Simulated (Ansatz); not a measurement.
# H4InNO: vertical ionisation energy

How much energy removes an electron from H4InNO at fixed geometry? The cation is run at each level and the neutral's energy taken from earlier runs.

Program: Ansatz 0.2.0, Gaussian basis. Level of theory: unrestricted cation, the program's frozen cores in correlated methods. These are calculated values, not measurements.

The runs, in order: UKS PBE-D4/def2-TZVPP; UKS r2SCAN-D4/def2-TZVPP; UKS PBE0-D4/def2-TZVPP; UKS B3LYP-D4/def2-TZVPP; UKS wB97X-V/def2-TZVPP; UKS wB97M-V/def2-TZVPP; UKS B2PLYP/def2-TZVPP; UHF-CCSD(T)/def2-TZVPP; UHF-CCSD(T)/def2-QZVPP; extrapolation to the limit; then −ε(HOMO) from the neutral's earlier runs with LDA (SPW92), PBE-D4, revPBE-D4, BLYP-D4, r2SCAN-D4, B97M-V, PBE0-D4, B3LYP-D4, r2SCANh-D4, r2SCAN0-D4, HSE06-D4, BHLYP-D4, CAM-B3LYP-D4, LC-ωPBE, ωB97X-V, ωB97M-V.

## (1) The geometry

An earlier PBE0-D4 in a triple-zeta def2 set relaxation fixed the geometry. In takes the def2 core potential; no spin-orbit term is included.

7 atoms, charge 0, spin multiplicity 1.

Atoms are counted from 1 here; the program's logs count them from 0.

Bond lengths: N1–In2 2.003 Å, N1–H4 1.009 Å, N1–H5 1.007 Å, In2–O3 1.990 Å, In2–H6 1.701 Å, O3–H7 0.959 Å. Angles: In2–N1–H4 117.7°, In2–N1–H5 120.9°, H4–N1–H5 110.5°, N1–In2–O3 107.5°, N1–In2–H6 129.7°, O3–In2–H6 122.6°, In2–O3–H7 113.7°.

## (2) Cation, UKS PBE-D4/def2-TZVPP

Contents of in.yaml:

```yaml
crystal:
  periodic: [false, false, false]
  atoms:
    - {symbol: N, position_ang: [-1.098783, 0.471839, -0.928735]}
    - {symbol: In, position_ang: [0.284198, 0.305679, 0.510005]}
    - {symbol: O, position_ang: [1.322556, -1.354188, 0.151499]}
    - {symbol: H, position_ang: [-1.323511, -0.354586, -1.461461]}
    - {symbol: H, position_ang: [-1.921445, 1.036919, -0.791943]}
    - {symbol: H, position_ang: [0.678590, 1.380110, 1.768491]}
    - {symbol: H, position_ang: [2.058395, -1.485764, 0.752145]}
basis:
  gaussian: {orbitals: def2-TZVPP}
total_charge: 1
magnetization: {spin_polarized: true, initial_magnetization: 1}
hamiltonian: {xc: pbe, dispersion: d4}
```

Command:

```bash
$ ansatz run in.yaml --threads 2 --pin off --events-out ev --progress --plain --max-ram 22528MiB --backend cpu
```

The runs that follow: Cation, UKS r2SCAN-D4/def2-TZVPP; Cation, UKS PBE0-D4/def2-TZVPP; Cation, UKS B3LYP-D4/def2-TZVPP; Cation, UKS wB97X-V/def2-TZVPP; Cation, UKS wB97M-V/def2-TZVPP; Cation, UKS B2PLYP (frozen core)/def2-TZVPP; Cation, UHF-CCSD(T)/def2-TZVPP; Cation, UHF-CCSD(T)/def2-QZVPP.

Before running them: what should the planned runs give, taken together? Wanted: ionisation energy, CCSD(T)/CBS; nearest functional by difference; nearest −ε(HOMO); −ε(HOMO) of PBE; T1 of the cation.

As calculated:

| quantity | value |
| --- | --- |
| ionisation energy, CCSD(T)/CBS | 9.64 eV |
| nearest functional by difference | ωB97M-V (-0.16 eV) |
| nearest −ε(HOMO) | ωB97X-V (-0.05 eV) |
| −ε(HOMO) of PBE | 5.76 eV |
| T1 of the cation | 0.021 |

In words: Energy differences with functionals land within 0.56 eV of the reference. −ε(HOMO) of PBE misses by 3.9 eV, since self-interaction lifts the level. Among orbital estimates ωB97X-V comes nearest. Hartree-Fock falls 1.71 eV short, as the neutral has more correlation energy than the cation. Correlated methods include outer-core shells of In, which these sets cover unevenly. With outer-core shells in play the reference is unsure by up to some tenths of an eV, so close misses can't be ranked.
